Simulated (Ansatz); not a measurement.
**H₆OSeSi₂: up Jacob's ladder to CCSD(T)**

How much do the methods differ for H₆OSeSi₂? The plan is to run it at one geometry with functionals of several rungs and with coupled cluster. The yardstick is the atomisation energy at the CCSD(T) limit.

Computed with Ansatz 0.2.0, Gaussian basis. Level: functionals in def2-TZVPP, the program's frozen cores in correlated methods.

The runs, in order: PBE-D4, r2SCAN-D4, PBE0-D4, B3LYP-D4, ωB97X-V, ωB97M-V, B2PLYP; CCSD(T)/def2-TZVPP; MP2/def2-QZVPP; extrapolation to the limit.

### Step 1. The relaxed structure

An earlier PBE0-D4 in a triple-zeta def2 set relaxation fixed the geometry.

SMILES `O[SiH2][SiH2][SeH]`, 10 atoms, charge 0, spin multiplicity 1.

Atoms are counted from 1 here; the program's logs count them from 0.

Bond lengths: O1–Si2 1.649 Å, O1–H5 0.963 Å, Si2–Si3 2.344 Å, Si2–H6 1.484 Å, Si2–H7 1.492 Å, Si3–Se4 2.303 Å, Si3–H8 1.487 Å, Si3–H9 1.486 Å, Se4–H10 1.470 Å. Angles: Si2–O1–H5 114.6°, O1–Si2–Si3 106.7°, O1–Si2–H6 107.4°, O1–Si2–H7 112.1°, Si3–Si2–H6 114.0°, Si3–Si2–H7 108.1°, H6–Si2–H7 108.6°, Si2–Si3–Se4 103.9°, Si2–Si3–H8 115.7°, Si2–Si3–H9 113.2°, Se4–Si3–H8 111.0°, Se4–Si3–H9 103.0°, H8–Si3–H9 109.2°, Si3–Se4–H10 93.2°.

As a file:

```xyz
10

O    -1.66700    1.18389   -0.12104
Si   -0.14936    1.20396    0.52334
Si    0.62339   -1.00926    0.49731
Se   -0.13823   -1.83695   -1.51290
H    -1.80810    0.51072   -0.79506
H    -0.25043    1.79309    1.88176
H     0.79191    2.03237   -0.28521
H     2.09542   -1.18101    0.62087
H    -0.05469   -1.87764    1.49484
H     0.64009   -0.87038   -2.30111
```

### Step 2. PBE-D4 (GGA)

The input, in.yaml:

```yaml
crystal:
  periodic: [false, false, false]
  atoms:
    - {symbol: O, position_ang: [-1.667000, 1.183889, -0.121037]}
    - {symbol: Si, position_ang: [-0.149362, 1.203957, 0.523345]}
    - {symbol: Si, position_ang: [0.623393, -1.009263, 0.497308]}
    - {symbol: Se, position_ang: [-0.138235, -1.836947, -1.512895]}
    - {symbol: H, position_ang: [-1.808103, 0.510725, -0.795061]}
    - {symbol: H, position_ang: [-0.250430, 1.793093, 1.881760]}
    - {symbol: H, position_ang: [0.791912, 2.032372, -0.285210]}
    - {symbol: H, position_ang: [2.095420, -1.181006, 0.620865]}
    - {symbol: H, position_ang: [-0.054687, -1.877644, 1.494842]}
    - {symbol: H, position_ang: [0.640094, -0.870375, -2.301115]}
basis:
  gaussian: {orbitals: def2-TZVPP}
hamiltonian: {xc: pbe, dispersion: d4}
output: {forces: true, orbitals: {seedname: orbitals}}
```

Run with:

```bash
> ansatz run in.yaml --threads 4 --pin off --events-out ev --progress --plain --max-ram 10444MiB
```

The runs that follow: r2SCAN-D4 (meta-GGA); PBE0-D4 (hybrid); B3LYP-D4 (hybrid); ωB97X-V (range-separated); ωB97M-V (range-separated); B2PLYP (double hybrid); CCSD(T) in def2-TZVPP; MP2 in def2-QZVPP.

Before running them: what should the planned runs give, taken together? Wanted: atomisation energy, CCSD(T)/CBS; farthest; mean size of error, hybrid; mean size of error, range-separated; gap, smallest and largest; T1 diagnostic; triples share of the correlation energy.

The runs gave:

```
                               quantity                                 value
        atomisation energy, CCSD(T)/CBS                             32.166 eV
    functionals within 0.322 eV (1.0 %)   PBE-D4, r2SCAN-D4, ωB97X-V, ωB97M-V
                               farthest                    B2PLYP (-0.765 eV)
             mean size of error, hybrid                              0.472 eV
    mean size of error, range-separated                              0.147 eV
              gap, smallest and largest  4.40 eV (PBE-D4), 10.54 eV (ωB97X-V)
                          T1 diagnostic                                0.0111
triples share of the correlation energy                                 3.5 %
```

In words: PBE-D4 misses by -0.256 eV. Double hybrids carry the basis error of their MP2 part in triple zeta, and no dispersion term here, so their miss is partly the set-up's. Misses under about 0.322 eV are within the doubt on the reference itself, which lacks core-valence correlation, relativity and higher excitations, and its outer-core shells are covered unevenly. All levels share the lack of spin-orbit coupling, which lowers the free heavy atoms and so the true binding. Hartree-Fock recovers 72 % of the binding; the rest is correlation. Orbital gaps span 4.4 to 10.5 eV; exact exchange widens them. Correlated methods include outer-core shells of Se, which these sets cover unevenly.
